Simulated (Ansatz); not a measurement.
# B₂GeH (quartet): wave-function methods side by side at a displaced geometry (v2), cc-pVDZ

Aim: climb from Hartree-Fock through coupled cluster for B₂GeH (quartet) at one geometry and basis, and see what each rung misses.

The runs use Ansatz 0.2.0, Gaussian basis; cc-pVDZ, core rule «outside noble gas», up to 16 orbitals frozen.

To be run: UHF; CCSD(T) on ROHF; CCSD(T) on UHF; BCCD(T) on ROHF; CISD; CCSDT(Q) on ROHF; CCSDT(Q) on UHF.

33 further runs of the same task are left out: 22 that didn't finish, 11 set aside as unsound or not needed.

### 1 What is computed

The geometry is a PBE0/def2-TZVP stationary point (not a proven minimum) with its atoms shifted at random (size 0.100 Å). No spin-orbit coupling is included. The filled d shell of Ge may be among the frozen orbitals whatever the setting's name suggests; the logs give the count.

4 atoms, charge 0, spin multiplicity 4.

Atoms are counted from 1 here; the program's logs count them from 0.

Bond lengths: B1–Ge2 2.143 Å, B1–B3 1.665 Å, Ge2–B3 2.020 Å, B3–H4 1.158 Å. Angles: Ge2–B1–B3 62.6°, B1–Ge2–B3 47.0°, B1–B3–Ge2 70.4°, B1–B3–H4 131.9°, Ge2–B3–H4 149.7°.

### 2 UHF

File in.yaml:

```yaml
crystal:
  periodic: [false, false, false]
  atoms:
    - {symbol: B, position_ang: [0.149223, -1.062371, -1.364942]}
    - {symbol: Ge, position_ang: [-0.024916, 0.051723, 0.456999]}
    - {symbol: B, position_ang: [-0.010007, 0.590158, -1.489569]}
    - {symbol: H, position_ang: [0.302456, 1.337358, -2.317880]}
basis:
  gaussian: {orbitals: cc-pVDZ}
magnetization: {spin_polarized: true, initial_magnetization: 3}
hamiltonian: {xc: hf}
output: {orbitals: {seedname: orbitals}}
```

Run with:

```bash
ansatz run in.yaml --threads 1 --pin off --events-out ev --progress --plain --max-ram 2393MiB
```

The runs that follow: CCSD(T) on ROHF; CCSD(T) on UHF; BCCD(T) on ROHF; CISD; CCSDT(Q) on ROHF; CCSDT(Q) on UHF.

Q: Predict the results of all the runs planned. Wanted: UCCSDT(Q) below the RHF energy; RMP2 from UCCSDT(Q); UMP2 from UCCSDT(Q); RCCSD from UCCSDT(Q); RCCSD(T) from UCCSDT(Q); UCCSD(T) from UCCSDT(Q); RCCSDT(Q) from UCCSDT(Q); T1 diagnostic.

The runs gave:

```
                         quantity                      value
   UCCSDT(Q) below the RHF energy                 -6.8155 eV
              RMP2 from UCCSDT(Q)                +1417.9 meV
              UMP2 from UCCSDT(Q)                +1422.5 meV
             RCCSD from UCCSDT(Q)                 +419.5 meV
          RCCSD(T) from UCCSDT(Q)                  +87.4 meV
          UCCSD(T) from UCCSDT(Q)                  +84.6 meV
         RCCSDT(Q) from UCCSDT(Q)                   +5.2 meV
levels within 1 kcal/mol (43 meV)  RCCSDT, UCCSDT, RCCSDT(Q)
                    T1 diagnostic                      0.067
```

In words: RCCSD(T) lands +87.4 meV from the yardstick (1.3 % of the correlation energy). These misses are within one basis, not against nature; the frozen cores of restricted and unrestricted runs differ, which can shift their rows.
